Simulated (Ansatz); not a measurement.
# Si₂H₄ + HBr: a complex and its separated parts

Aim: how far the complex at one end of a reaction step lies below its separated, relaxed parts, level by level.

The runs use Ansatz 0.2.0, Gaussian basis; PBE0-D4/def2-TZVP structures, single points in def2-TZVPP, no counterpoise correction.

Levels: SPW92, PBE-D4, BLYP-D4, r2SCAN-D4, B97M-V, PBE0-D4, B3LYP-D4, r2SCAN0-D4, BHLYP-D4, CAM-B3LYP-D4, wB97X-V, wB97M-V, B2PLYP, PBE-QIDH, RPA on PBE, Hartree-Fock, MP2, CCSD, CCSD(T).

Cores are frozen in the correlated methods. Filled d shells of the heavier atoms are correlated. B3LYP uses VWN-RPA correlation. B2PLYP carries no dispersion term here.

10 further runs of the same task are left out: 10 set aside as unsound or not needed.

## 1. The starting structure

The complex: 8 atoms, charge 0, spin multiplicity 1.

Atoms are counted from 1 here; the program's logs count them from 0.

Bond lengths: Si1–H4 1.523 Å, Si1–Si5 2.382 Å, Br2–H3 1.428 Å, Si5–H6 1.494 Å, Si5–H7 1.495 Å, Si5–H8 1.492 Å. Angles: H4–Si1–Si5 90.9°, Si1–Si5–H6 106.6°, Si1–Si5–H7 116.2°, Si1–Si5–H8 112.7°, H6–Si5–H7 107.1°, H6–Si5–H8 107.3°, H7–Si5–H8 106.5°.

Geometry (Å):

```csv
atom,x (Å),y (Å),z (Å)
Si1,-1.0817,0.7247,-0.6414
Br2,-0.1028,-1.4430,-1.7481
H3,-0.3218,-1.1170,-3.1215
H4,-1.9948,-0.2271,0.1199
Si5,0.5962,0.5205,1.0373
H6,0.1095,1.2886,2.2225
H7,0.8971,-0.8672,1.5058
H8,1.8982,1.1204,0.6255
```

Its parts: Si₂H₄ holds atoms 1, 4, 5, 6, 7, 8; HBr holds atoms 2, 3. Each part counts its atoms afresh in its own runs.

## 2. Relaxing Si₂H₄ alone

Input file relax-a/in.yaml:

```yaml
crystal:
  periodic: [false, false, false]
  atoms:
    - {symbol: Si, position_ang: [-1.081687, 0.724748, -0.641351]}
    - {symbol: H, position_ang: [-1.994760, -0.227149, 0.119853]}
    - {symbol: Si, position_ang: [0.596216, 0.520509, 1.037313]}
    - {symbol: H, position_ang: [0.109530, 1.288591, 2.222519]}
    - {symbol: H, position_ang: [0.897112, -0.867183, 1.505805]}
    - {symbol: H, position_ang: [1.898242, 1.120430, 0.625495]}
basis:
  gaussian: {orbitals: def2-TZVP}
hamiltonian: {xc: pbe0, dispersion: d4}
relax: {f_tol: 0.005, max_steps: 200}
```

The command line of these runs was not kept.

Output (excerpt; [...] marks lines left out):

```text
Functional definition: PBE0
  name "PBE0"
  cite "Adamo & Barone, J. Chem. Phys. 110, 6158 (1999) doi:10.1063/1.478522"
  cite "Perdew, Burke & Ernzerhof, Phys. Rev. Lett. 77, 3865 (1996) doi:10.1103/PhysRevLett.77.3865"
  parent pbe
[...]
712 factors; their error is unknown
[...]
mean field -15811.74371268 eV, -581.0708638562 hartree, gradient 4.3e-5 eV, S^2 0.000000; 0 other end points of the search recorded, 0 dependent functions left out
[...]
reference -15811.74374168 eV, -581.0708649220 hartree; 16, 16 occupied and 82, 82 virtual orbitals, 712 factors
relax step   1: F+E_penalty+E_count = -15811.83449417 eV  Δ(F+E_penalty+E_count) = +0.000e0 eV  max|allowed force component| = 1.909e-1 eV/Å  Δτ_max = 0.0000 Å  (23 SCF iters, accepted)
[...]
relax step   3: F+E_penalty+E_count = -15811.84120236 eV  Δ(F+E_penalty+E_count) = -1.507e-3 eV  max|allowed force component| = 3.381e-2 eV/Å  Δτ_max = 0.0237 Å  (25 SCF iters, accepted)
[...]
relax step   5: F+E_penalty+E_count = -15811.84189453 eV  Δ(F+E_penalty+E_count) = -5.940e-5 eV  max|allowed force component| = 6.739e-3 eV/Å  Δτ_max = 0.0056 Å  (21 SCF iters, accepted)
[...]
relax step   7: F+E_penalty+E_count = -15811.84198277 eV  Δ(F+E_penalty+E_count) = -4.211e-5 eV  max|allowed force component| = 7.369e-3 eV/Å  Δτ_max = 0.0043 Å  (22 SCF iters, accepted)
[...]
relax step   9: F+E_penalty+E_count = -15811.84200020 eV  Δ(F+E_penalty+E_count) = -1.742e-5 eV  max|allowed force component| = 4.421e-3 eV/Å  Δτ_max = 0.0052 Å  (23 SCF iters, accepted)
[...]
relax step  10: F+E_penalty+E_count = -15811.84201386 eV  Δ(F+E_penalty+E_count) = -1.366e-5 eV  max|allowed force component| = 3.563e-3 eV/Å  Δτ_max = 0.0091 Å  (25 SCF iters, accepted)
[...]
relax step  11: F+E_penalty+E_count = -15811.84201762 eV  Δ(F+E_penalty+E_count) = -3.765e-6 eV  max|allowed force component| = 2.074e-3 eV/Å  Δτ_max = 0.0057 Å  (22 SCF iters, accepted)
712 factors; their error is unknown
mean field -15811.75075680 eV, -581.0711227230 hartree, gradient 8.0e-6 eV, S^2 0.000000; 1 other end points of the search recorded, 0 dependent functions left out
[...]
reference -15811.75078576 eV, -581.0711237869 hartree; 16, 16 occupied and 82, 82 virtual orbitals, 712 factors
Total energy: -15811.84204657 eV, -581.0744775601 hartree
Atom 0 at    -1.069751     0.695036    -0.663053 Å, force    -0.002036    -0.001659     0.000719 eV/Å
Atom 1 at    -1.948959    -0.197172     0.210138 Å, force     0.002074     0.001812    -0.001686 eV/Å
Atom 2 at     0.608628     0.525438     1.018443 Å, force    -0.001396    -0.001042     0.000474 eV/Å
Atom 3 at     0.061116     1.278233     2.189957 Å, force    -0.000312     0.000679     0.001465 eV/Å
Atom 4 at     0.856110    -0.879948     1.452229 Å, force     0.000151    -0.000550     0.000117 eV/Å
Atom 5 at     1.917509     1.138359     0.661922 Å, force     0.001518     0.000761    -0.001089 eV/Å
Dipole moment:    -0.030271    -0.031636    -0.019482 e Å
```

It took 6.5 s on 4 threads, shared host; peak memory 0.15 GiB.

Relaxation path:

```csv
step,energy from step 1 (eV),largest force component (eV/Å)
1,0.0000,0.1909
2,-0.0052,0.0675
3,-0.0067,0.0338
4,-0.0073,0.0129
5,-0.0074,0.0067
6,-0.0074,0.0259
7,-0.0075,0.0074
8,-0.0074,0.0207
9,-0.0075,0.0044
10,-0.0075,0.0036
11,-0.0075,0.0021
```

Close pairs (by a distance rule), those that changed most:

```csv
bond,before (Å),after (Å),change (Å)
Si1–H2,1.523,1.527,+0.004
Si3–H5,1.495,1.491,-0.004
Si3–H6,1.492,1.489,-0.003
Si3–H4,1.494,1.496,+0.002
Si1–Si3,2.382,2.382,-0.000
```

## 3. Relaxing HBr alone

Input file relax-b/in.yaml:

```yaml
crystal:
  periodic: [false, false, false]
  atoms:
    - {symbol: Br, position_ang: [-0.102825, -1.442968, -1.748060]}
    - {symbol: H, position_ang: [-0.321829, -1.116978, -3.121474]}
basis:
  gaussian: {orbitals: def2-TZVP}
hamiltonian: {xc: pbe0, dispersion: d4}
relax: {f_tol: 0.005, max_steps: 200}
```

Output (excerpt; [...] marks lines left out):

```text
Functional definition: PBE0
  name "PBE0"
  cite "Adamo & Barone, J. Chem. Phys. 110, 6158 (1999) doi:10.1063/1.478522"
  cite "Perdew, Burke & Ernzerhof, Phys. Rev. Lett. 77, 3865 (1996) doi:10.1103/PhysRevLett.77.3865"
  parent pbe
[...]
457 factors; their error is unknown
[...]
mean field -70054.57197502 eV, -2574.4580353874 hartree, gradient 2.2e-5 eV, S^2 0.000000; 0 other end points of the search recorded, 0 dependent functions left out
[...]
reference -70054.57199230 eV, -2574.4580360227 hartree; 18, 18 occupied and 36, 36 virtual orbitals, 457 factors
relax step   1: F+E_penalty+E_count = -70054.57749696 eV  Δ(F+E_penalty+E_count) = +0.000e0 eV  max|allowed force component| = 1.942e-1 eV/Å  Δτ_max = 0.0000 Å  (23 SCF iters, accepted)
[...]
relax step   2: F+E_penalty+E_count = -70054.57827723 eV  Δ(F+E_penalty+E_count) = -7.803e-4 eV  max|allowed force component| = 3.409e-2 eV/Å  Δτ_max = 0.0033 Å  (28 SCF iters, accepted)
[...]
relax step   3: F+E_penalty+E_count = -70054.57830148 eV  Δ(F+E_penalty+E_count) = -2.425e-5 eV  max|allowed force component| = 2.312e-4 eV/Å  Δτ_max = 0.0007 Å  (29 SCF iters, accepted)
457 factors; their error is unknown
[...]
mean field -70054.57278216 eV, -2574.4580650495 hartree, gradient 9.1e-6 eV, S^2 0.000000; 1 other end points of the search recorded, 0 dependent functions left out
[...]
reference -70054.57279944 eV, -2574.4580656844 hartree; 18, 18 occupied and 36, 36 virtual orbitals, 457 factors
Total energy: -70054.57831875 eV, -2574.4582685155 hartree
Atom 0 at    -0.103432    -1.442064    -1.751868 Å, force     0.000037    -0.000055     0.000231 eV/Å
Atom 1 at    -0.321222    -1.117882    -3.117666 Å, force    -0.000037     0.000055    -0.000231 eV/Å
Dipole moment:    -0.030408     0.045263    -0.190695 e Å
```

It took 0.9 s on 4 threads, shared host; peak memory 0.1 GiB.

Step by step:

```csv
step,energy from step 1 (eV),largest force component (eV/Å)
1,0.0000,0.1942
2,-0.0008,0.0341
3,-0.0008,0.0002
```

The bond:

```csv
bond,before (Å),after (Å),change (Å)
Br1–H2,1.428,1.421,-0.008
```

## 4. wB97M-V/def2-TZVPP

Input file parta/in.yaml:

```yaml
crystal:
  periodic: [false, false, false]
  atoms:
    - {symbol: Si, position_ang: [-1.069751, 0.695036, -0.663053]}
    - {symbol: H, position_ang: [-1.948959, -0.197172, 0.210138]}
    - {symbol: Si, position_ang: [0.608628, 0.525438, 1.018443]}
    - {symbol: H, position_ang: [0.061116, 1.278233, 2.189957]}
    - {symbol: H, position_ang: [0.856110, -0.879948, 1.452229]}
    - {symbol: H, position_ang: [1.917509, 1.138359, 0.661922]}
basis:
  gaussian: {orbitals: def2-TZVPP}
hamiltonian: {xc: {name: wB97M-V}}
```

Input file partb/in.yaml:

```yaml
crystal:
  periodic: [false, false, false]
  atoms:
    - {symbol: Br, position_ang: [-0.103432, -1.442064, -1.751868]}
    - {symbol: H, position_ang: [-0.321222, -1.117882, -3.117666]}
basis:
  gaussian: {orbitals: def2-TZVPP}
hamiltonian: {xc: {name: wB97M-V}}
```

Log of parta (excerpt; [...] marks lines left out):

```text
Functional definition: wB97M-V
  name "wB97M-V"
  cite "Mardirossian & Head-Gordon, J. Chem. Phys. 144, 214110 (2016) doi:10.1063/1.4952647"
  cite "Becke, J. Chem. Phys. 107, 8554 (1997) doi:10.1063/1.475007"
  cite "Vydrov & Van Voorhis, J. Chem. Phys. 133, 244103 (2010) doi:10.1063/1.3521275"
  # Of w^i u^j: cxij and so on, Table III.
[...]
  gx(w, u) = 1 - cx + cx01*u + cx10*w
  gss(w, u) = css00 + css04*u^4 + css10*w + css20*w^2 + css43*w^4*u^3
  gos(w, u) = cos00 + cos10*w + (cos20 + cos21*u)*w^2 + (cos60 + cos61*u)*w^6
[...]
      + integral(e_c_pw_mod_opposite_spin*gos(b97_w_opposite, b97_u_opposite)) + vv10(b, c)
818 factors; their error is unknown
188 factors; integrals over basis functions are off by at most 1.5e-5 eV
[...]
mean field -15817.07519551 eV, -581.2667922364 hartree, gradient 9.4e-6 eV, S^2 0.000000; 0 other end points of the search recorded, 0 dependent functions left out
reference -15817.07524234 eV, -581.2667939573 hartree; 16, 16 occupied and 124, 124 virtual orbitals, 818 factors
Total energy: -15817.07524234 eV, -581.2667939573 hartree
```

partb printed (excerpt; [...] marks lines left out):

```text
Functional definition: wB97M-V
  name "wB97M-V"
  cite "Mardirossian & Head-Gordon, J. Chem. Phys. 144, 214110 (2016) doi:10.1063/1.4952647"
  cite "Becke, J. Chem. Phys. 107, 8554 (1997) doi:10.1063/1.475007"
  cite "Vydrov & Van Voorhis, J. Chem. Phys. 133, 244103 (2010) doi:10.1063/1.3521275"
  # Of w^i u^j: cxij and so on, Table III.
[...]
  gx(w, u) = 1 - cx + cx01*u + cx10*w
  gss(w, u) = css00 + css04*u^4 + css10*w + css20*w^2 + css43*w^4*u^3
  gos(w, u) = cos00 + cos10*w + (cos20 + cos21*u)*w^2 + (cos60 + cos61*u)*w^6
[...]
      + integral(e_c_pw_mod_opposite_spin*gos(b97_w_opposite, b97_u_opposite)) + vv10(b, c)
467 factors; their error is unknown
73 factors; integrals over basis functions are off by at most 1.1e-4 eV
[...]
mean field -70058.67557257 eV, -2574.6088398161 hartree, gradient 8.6e-6 eV, S^2 0.000000; 0 other end points of the search recorded, 0 dependent functions left out
reference -70058.67559838 eV, -2574.6088407644 hartree; 18, 18 occupied and 44, 44 virtual orbitals, 467 factors
Total energy: -70058.67559838 eV, -2574.6088407644 hartree
```

They took 2.5 s (parta), 0.65 s (partb) on 4 threads, shared host; peak memory 0.29 GiB.

## 5. CCSD(T)/def2-TZVPP

The same edit goes into each in.yaml of step 4 (parta, partb):

```diff
-hamiltonian: {xc: {name: wB97M-V}}
+correlation: {method: ccsd_t}
```

Output in parta (excerpt; [...] marks lines left out):

```text
Functional definition: HF
  name "HF"
  cite "Fock, Z. Phys. 61, 126 (1930) doi:10.1007/BF01340294"
  parent pbe
[...]
790 factors; integrals over basis functions are off by at most 7.0e-4 eV
[...]
mean field -15786.25529727 eV, -580.1341818666 hartree, gradient 1.4e-6 eV, S^2 0.000000; 0 other end points of the search recorded, 0 dependent functions left out; unrestricted orbitals would lower it
10 core orbitals not correlated: weight in the atoms' cores, before any rotation towards them, 1.000 or more for the frozen orbitals, at most 0.000 for the correlated occupied ones
reference -15786.25529727 eV, -580.1341818666 hartree; 6, 6 occupied and 124, 124 virtual orbitals, 790 factors
second order -6.32627364 eV of doubles, -0.00000000 eV of singles
cycle   1  -7.22134245 eV  change   -9.0e-1 eV  update   8.2e-2
[...]
cycle  11  -7.61144217 eV  change   -6.0e-6 eV  update   1.1e-5
perturbative correction -0.26501442 eV, -0.0097391001 hartree
Total energy: -15794.13175385 eV, -580.4236363071 hartree
```

Output in partb (excerpt; [...] marks lines left out):

```text
Functional definition: HF
  name "HF"
  cite "Fock, Z. Phys. 61, 126 (1930) doi:10.1007/BF01340294"
  parent pbe
[...]
399 factors; integrals over basis functions are off by at most 1.5e-3 eV
[...]
mean field -70014.93832191 eV, -2573.0015255005 hartree, gradient 1.4e-6 eV, S^2 0.000000; 0 other end points of the search recorded, 0 dependent functions left out
9 core orbitals not correlated: weight in the atoms' cores, before any rotation towards them, 1.000 or more for the frozen orbitals, at most 0.000 for the correlated occupied ones
reference -70014.93832191 eV, -2573.0015255005 hartree; 9, 9 occupied and 44, 44 virtual orbitals, 399 factors
second order -7.83906913 eV of doubles, -0.00000000 eV of singles
cycle   1  -7.92765160 eV  change   -8.9e-2 eV  update   4.5e-2
[...]
cycle   7  -8.11359716 eV  change   -4.7e-6 eV  update   1.2e-5
perturbative correction -0.24160178 eV, -0.0088787015 hartree
Total energy: -70023.29352085 eV, -2573.3085733980 hartree
```

They took 2.9 s (parta), 0.35 s (partb) on 4 threads, shared host; peak memory 0.68 GiB.

## 6. Vibrations of Si₂H₄

Input file vib-parta/in.yaml:

```yaml
crystal:
  periodic: [false, false, false]
  atoms:
    - {symbol: Si, position_ang: [-1.069751, 0.695036, -0.663053]}
    - {symbol: H, position_ang: [-1.948959, -0.197172, 0.210138]}
    - {symbol: Si, position_ang: [0.608628, 0.525438, 1.018443]}
    - {symbol: H, position_ang: [0.061116, 1.278233, 2.189957]}
    - {symbol: H, position_ang: [0.856110, -0.879948, 1.452229]}
    - {symbol: H, position_ang: [1.917509, 1.138359, 0.661922]}
basis:
  gaussian: {orbitals: def2-TZVP}
hamiltonian: {xc: pbe0, dispersion: d4}
phonons: {temperatures: {t_min: 298.15, t_max: 900, t_step: 200}}
```

Output (excerpt; [...] marks lines left out):

```text
Functional definition: PBE0
  name "PBE0"
  cite "Adamo & Barone, J. Chem. Phys. 110, 6158 (1999) doi:10.1063/1.478522"
  cite "Perdew, Burke & Ernzerhof, Phys. Rev. Lett. 77, 3865 (1996) doi:10.1103/PhysRevLett.77.3865"
  parent pbe
[...]
712 factors; their error is unknown
[...]
mean field -15811.75075671 eV, -581.0711227195 hartree, gradient 3.7e-5 eV, S^2 0.000000; 0 other end points of the search recorded, 0 dependent functions left out
[...]
reference -15811.75078572 eV, -581.0711237857 hartree; 16, 16 occupied and 82, 82 virtual orbitals, 712 factors
[... from here to the last solve, the lines of the solves are left out (35 solves) ...]
712 factors; their error is unknown
[...]
mean field -15811.75074747 eV, -581.0711223800 hartree, gradient 1.5e-6 eV, S^2 0.000000; 0 other end points of the search recorded, 0 dependent functions left out
[...]
reference -15811.75077649 eV, -581.0711234462 hartree; 16, 16 occupied and 82, 82 virtual orbitals, 712 factors
Total energy: -15811.84204654 eV, -581.0744775588 hartree
Atom 0 at    -1.069751     0.695036    -0.663053 Å, force    -0.002043    -0.001670     0.000712 eV/Å
Atom 1 at    -1.948959    -0.197172     0.210138 Å, force     0.002073     0.001814    -0.001679 eV/Å
Atom 2 at     0.608628     0.525438     1.018443 Å, force    -0.001391    -0.001033     0.000466 eV/Å
Atom 3 at     0.061116     1.278233     2.189957 Å, force    -0.000320     0.000678     0.001472 eV/Å
Atom 4 at     0.856110    -0.879948     1.452229 Å, force     0.000151    -0.000543     0.000110 eV/Å
Atom 5 at     1.917509     1.138359     0.661922 Å, force     0.001531     0.000754    -0.001080 eV/Å
Dipole moment:    -0.030271    -0.031635    -0.019481 e Å
Vibrations: 69.38 335.59 400.45 427.29 705.84 849.41 916.31 945.16 2040.64 2171.79 2197.41 2216.32 cm⁻¹, zero-point energy 0.822982 eV
```

Run time: 15 s. Hardware: 4 threads, shared host; peak memory 0.15 GiB.

The modes, with what each moves most:

```csv
mode,wavenumber (cm⁻¹),character
1,69,torsion with bend
2,336,bend with torsion
3,400,bend with torsion
4,427,Si–Si stretch with bend
5,706,bend
6,849,bend
7,916,bend
8,945,bend
9,2041,Si–H stretch
10,2172,Si–H stretch
11,2197,Si–H stretch
12,2216,Si–H stretch
```

Vibrational sums (real modes only):

```csv
T (K),entropy (J/mol/K),heat capacity (J/mol/K)
298,33.3,36.8
498,56.5,53.8
698,76.7,65.7
898,94.3,74.3
```

## 7. Vibrations of HBr

Input file vib-partb/in.yaml:

```yaml
crystal:
  periodic: [false, false, false]
  atoms:
    - {symbol: Br, position_ang: [-0.103432, -1.442064, -1.751868]}
    - {symbol: H, position_ang: [-0.321222, -1.117882, -3.117666]}
basis:
  gaussian: {orbitals: def2-TZVP}
hamiltonian: {xc: pbe0, dispersion: d4}
phonons: {temperatures: {t_min: 298.15, t_max: 900, t_step: 200}}
```

Output (excerpt; [...] marks lines left out):

```text
Functional definition: PBE0
  name "PBE0"
  cite "Adamo & Barone, J. Chem. Phys. 110, 6158 (1999) doi:10.1063/1.478522"
  cite "Perdew, Burke & Ernzerhof, Phys. Rev. Lett. 77, 3865 (1996) doi:10.1103/PhysRevLett.77.3865"
  parent pbe
[...]
457 factors; their error is unknown
[...]
mean field -70054.57278216 eV, -2574.4580650495 hartree, gradient 2.1e-5 eV, S^2 0.000000; 0 other end points of the search recorded, 0 dependent functions left out
[...]
reference -70054.57279944 eV, -2574.4580656844 hartree; 18, 18 occupied and 36, 36 virtual orbitals, 457 factors
[...]
457 factors; their error is unknown
[...]
mean field -70054.57278216 eV, -2574.4580650495 hartree, gradient 1.2e-6 eV, S^2 0.000000; 0 other end points of the search recorded, 0 dependent functions left out
[...]
reference -70054.57279944 eV, -2574.4580656844 hartree; 18, 18 occupied and 36, 36 virtual orbitals, 457 factors
[...]
457 factors; their error is unknown
[...]
mean field -70054.57270065 eV, -2574.4580620542 hartree, gradient 1.2e-6 eV, S^2 0.000000; 0 other end points of the search recorded, 0 dependent functions left out
[...]
reference -70054.57271793 eV, -2574.4580626890 hartree; 18, 18 occupied and 36, 36 virtual orbitals, 457 factors
[...]
457 factors; their error is unknown
mean field -70054.57270087 eV, -2574.4580620622 hartree, gradient 1.2e-6 eV, S^2 0.000000; 0 other end points of the search recorded, 0 dependent functions left out
[...]
reference -70054.57271815 eV, -2574.4580626972 hartree; 18, 18 occupied and 36, 36 virtual orbitals, 457 factors
Total energy: -70054.57831875 eV, -2574.4582685155 hartree
Atom 0 at    -0.103432    -1.442064    -1.751868 Å, force     0.000037    -0.000055     0.000231 eV/Å
Atom 1 at    -0.321222    -1.117882    -3.117666 Å, force    -0.000037     0.000055    -0.000231 eV/Å
Dipole moment:    -0.030408     0.045263    -0.190696 e Å
Vibrations: 2667.53 cm⁻¹, zero-point energy 0.165366 eV
```

Run time: 2.1 s. Hardware: 4 threads, shared host; peak memory 0.1 GiB.

The modes, with what each moves most:

```csv
mode,wavenumber (cm⁻¹),character
1,2668,Br–H stretch
```

Vibrational sums (real modes only):

```csv
T (K),entropy (J/mol/K),heat capacity (J/mol/K)
298,0.0,0.0
498,0.0,0.2
698,0.2,1.0
898,0.6,2.2
```

## 8. Complex less separated parts

The complex's own energies come from single points at the same levels. Levels not printed above were run the same way.

Rows are in def2-TZVPP; times add the 3 runs of a level on a shared host, so small differences are noise.

Differences are taken before rounding.

```csv
method,rung,complex less parts (kJ/mol),from CCSD(T) (kJ/mol),time
SPW92,LDA,-76.8,-43.5,1.4 s
PBE-D4,GGA,-55.9,-22.7,2.2 s
BLYP-D4,GGA,-38.8,-5.6,2.2 s
r2SCAN-D4,meta-GGA,-51.3,-18.0,4.9 s
B97M-V,meta-GGA,-39.9,-6.7,11 s
PBE0-D4,hybrid,-52.2,-18.9,3.2 s
B3LYP-D4,hybrid,-38.5,-5.2,3 s
r2SCAN0-D4,hybrid,-49.3,-16.0,5.4 s
BHLYP-D4,hybrid,-36.6,-3.3,2.9 s
CAM-B3LYP-D4,range-separated hybrid,-35.7,-2.4,3.5 s
wB97X-V,range-separated hybrid,-40.3,-7.0,8.5 s
wB97M-V,range-separated hybrid,-41.6,-8.4,11 s
B2PLYP,double hybrid,-31.1,+2.1,5.4 s
PBE-QIDH,double hybrid,-45.8,-12.5,5.7 s
RPA on PBE,RPA,-25.3,+7.9,4.6 s
Hartree-Fock,wavefunction,1.2,+34.4,
MP2,wavefunction,-44.0,-10.8,
CCSD,wavefunction,-26.7,+6.6,
CCSD(T),wavefunction,-33.2,0,52 s
```

Among the levels timed on like hardware and quicker than the yardstick, those that no quicker one beats, quickest first: SPW92 (1.4 s, -43.5 kJ/mol); BLYP-D4 (2.2 s, -5.6 kJ/mol); BHLYP-D4 (2.9 s, -3.3 kJ/mol); CAM-B3LYP-D4 (3.5 s, -2.4 kJ/mol); B2PLYP (5.4 s, +2.1 kJ/mol).

For cost: B2PLYP gets within 2.1 kJ/mol in 5.4 s, where CCSD(T) took 52 s; the quickest level in the cost chart, SPW92, takes 1.4 s and misses by 43.5 kJ/mol.

The complex's zero-point energy, from a separate PBE0-D4 run, is 1.087 eV.

## 9. Results

| quantity | value |
| --- | --- |
| complex less parts, CCSD(T)/def2-TZVPP | -33.2 kJ/mol |
| with zero-point energy | -23.7 kJ/mol |
| largest T1 diagnostic | 0.015 |

**Reading.** At CCSD(T) the complex lies 33.2 kJ/mol below its parts. The functionals run from B2PLYP, off by +2.1 kJ/mol, to SPW92, off by -43.5 kJ/mol, against CCSD(T). By rung, the mean size of the error is: LDA 43.5, GGA 14.1, meta-GGA 12.4, hybrid 10.9, range-separated hybrid 6.0, double hybrid 7.3 kJ/mol. PBE-D4 gives a relative energy 22.7 kJ/mol too low, outside chemical accuracy (1 kcal/mol, 4.2 kJ/mol). No counterpoise was applied, and triple zeta lacks some correlation, so the CCSD(T) reference has a basis error of its own, and close matches with it are partly luck. The restricted Hartree–Fock reference is unstable towards an unrestricted one at one or more of these structures.
